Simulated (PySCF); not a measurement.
**The bond of TeC−, level by level**

One table from this session's results is given with a row withheld; the runs are named, their logs left out.

Program: PySCF 2.14.0. Level of theory: Te aug-cc-pVDZ-PP with ECP28, C aug-cc-pVDZ, scalar-relativistic core potentials. These are calculated values, not measurements.

The first run:

A driver script around PySCF takes these settings:

| Item | Value |
| --- | --- |
| atoms | Te, C |
| charge | -1 |
| basis | Te aug-cc-pVDZ-PP with ECP28, C aug-cc-pVDZ |
| Hamiltonian | scalar-relativistic core potentials |
| basis functions | 55 |
| electrons treated | 31 |
| masses in u | 129.9062, 12.0000 |
| levels | PBE0, PBE, r²SCAN, PW91, M06, BHandHLYP, HSE06, HF, MP2, SCS-MP2, CCSD, CCSD(T) |
| grid | 80 radial by 434 angular points |
| occupations | held fixed by the projection of orbital angular momentum |
| dissociation limit | Te− + C, each in its ground configuration |
| starting distance in angstrom | 2.130 |
| values of 2S to try | 1, 3 |

Run with:

```
$ OMP_NUM_THREADS=1 python dia.py task.json out
```

Among the steps run: Input; PBE0 along the bond; Higher solutions at PBE0; PBE (GGA); r²SCAN (meta-GGA); PW91 (GGA); M06 (hybrid meta-GGA); BHandHLYP; HSE06 (range-separated hybrid); ROHF; MP2 and coupled cluster.

One of the session's tables, all rows but one given; the rest of the session is left out.

| level | Re (Å) | ωe (cm⁻¹) | De (eV) |
| --- | --- | --- | --- |
| ROHF | 2.038 | 664 | 1.45 |
| ROHF-MP2 | 1.994 | 711 | 3.38 |
| ROHF-SCS-MP2 | 2.004 | 695 | 3.19 |
| ROHF-CCSD | 2.028 | 664 | 3.12 |
| ROHF-CCSD(T) | 2.037 | 647 | 3.43 |
| PBE | ? | ? | ? |
| PW91 | 2.027 | 651 | 4.20 |
| r²SCAN | 2.021 | 665 | 3.76 |
| PBE0 | 2.010 | 683 | 3.71 |
| M06 | 2.011 | 678 | 3.76 |
| HSE06 | 2.013 | 677 | 3.71 |
| BHandHLYP | 2.011 | 686 | 3.05 |

**Question.** Estimate the row for PBE.

The run gave: Re (Å): 2.027; ωe (cm⁻¹): 652; De (eV): 4.19.

De is counted to Te− + C in their ground configurations.
